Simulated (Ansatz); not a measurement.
# CH6BFSi2: the cost of one run

Computed with the Python package of Ansatz 0.2.0. The levels of theory stand in the script.

### Step 1. Starting point

Bond lengths: F1–Si2 1.652 Å, Si2–C3 1.759 Å, Si2–B4 2.077 Å, C3–B4 1.582 Å, B4–Si5 1.913 Å, Si2–H6 1.489 Å, C3–H7 1.156 Å, C3–H8 1.070 Å, Si5–H9 1.453 Å, Si5–H10 1.478 Å, Si5–H11 1.507 Å. Angles (14 of 21 angles, heavy atoms first): F1–Si2–C3 113.9°, F1–Si2–B4 107.4°, C3–Si2–B4 47.9°, Si2–C3–B4 76.6°, Si2–B4–C3 55.5°, Si2–B4–Si5 149.5°, C3–B4–Si5 154.1°, F1–Si2–H6 121.4°, C3–Si2–H6 124.1°, B4–Si2–H6 104.8°, Si2–C3–H7 115.6°, Si2–C3–H8 119.0°, B4–C3–H7 107.7°, B4–C3–H8 115.6°.

The script holds or builds the structure itself.

### Step 2. The script

File ch6bfsi2.py:

```python
# -*- coding: utf-8 -*-
"""CH6BFSi2 at several levels of theory."""

from pathlib import Path
import warnings

import ansatz as az
import numpy as np

BASIS = "cc-pVDZ"

warnings.simplefilter("ignore", az.DeckWarning)

molecule = (
    az.Crystal.molecule()
    .atom("F", (-2.5612, 0.5194, -1.0826))
    .atom("Si", (-1.019, 1.0984, -1.2073))
    .atom("C", (0.1804, -0.1406, -1.5551))
    .atom("B", (0.182, -0.0635, 0.0255))
    .atom("Si", (0.6311, -0.6836, 1.7784))
    .atom("H", (-0.6871, 2.5042, -0.8475))
    .atom("H", (1.2044, 0.2452, -1.9272))
    .atom("H", (-0.1417, -1.0715, -1.9721))
    .atom("H", (0.3503, -2.0966, 1.9668))
    .atom("H", (2.0695, -0.4369, 2.0117))
    .atom("H", (-0.1434, 0.0686, 2.8301))
)

calculation = molecule.calculation().basis(gaussian=BASIS)

print("functional    E (Ha)        dipole (D)   HOMO (eV)  LUMO (eV)")
for name in ["blyp", "lda", "cam_b3lyp", "lc_wpbe"]:
    r = calculation.functional(name).forces().orbitals().run(threads=1, runs_dir="runs").report
    lines = Path(r["orbitals_path"]).read_text().splitlines()
    field_of = lambda key: [line.split("=")[1].strip() for line in lines if line.startswith(key)]
    orbitals = [(27.211386 * float(e), s, float(n)) for e, s, n in zip(field_of("Ene="), field_of("Spin="), field_of("Occup="))]
    homo = max(e for e, _, n in orbitals if n > 0.5)
    lumo = min(e for e, _, n in orbitals if n < 0.5)
    dipole = 4.803205 * np.linalg.norm(r["charge_distribution"]["dipole_moment_e_ang"])
    print(f"{name:10s} {r['free_energy_ev'] / 27.211386246:14.6f} {dipole:9.3f} {homo:11.3f} {lumo:10.3f}")
```

### Step 3. The calls as engine input

The engine receives this input (first run):

```yaml
crystal:
  periodic: [false, false, false]
  atoms:
    - { symbol: F, position_ang: [-2.5612, 0.5194, -1.0826] }
    - { symbol: Si, position_ang: [-1.019, 1.0984, -1.2073] }
    - { symbol: C, position_ang: [0.1804, -0.1406, -1.5551] }
    - { symbol: B, position_ang: [0.182, -0.0635, 0.0255] }
    - { symbol: Si, position_ang: [0.6311, -0.6836, 1.7784] }
    - { symbol: H, position_ang: [-0.6871, 2.5042, -0.8475] }
    - { symbol: H, position_ang: [1.2044, 0.2452, -1.9272] }
    - { symbol: H, position_ang: [-0.1417, -1.0715, -1.9721] }
    - { symbol: H, position_ang: [0.3503, -2.0966, 1.9668] }
    - { symbol: H, position_ang: [2.0695, -0.4369, 2.0117] }
    - { symbol: H, position_ang: [-0.1434, 0.0686, 2.8301] }
basis:
  gaussian:
    orbitals: cc-pVDZ
hamiltonian:
  xc: blyp
output:
  orbitals: {}
  forces: true
```

### Step 4. The run

On the command line:

```
python ch6bfsi2.py
```

**Question.** How long does this script take on 1 thread of Arm Neoverse V1, shared host, and how much memory does it need?

About 21 s, with a peak of 0.33 GiB.
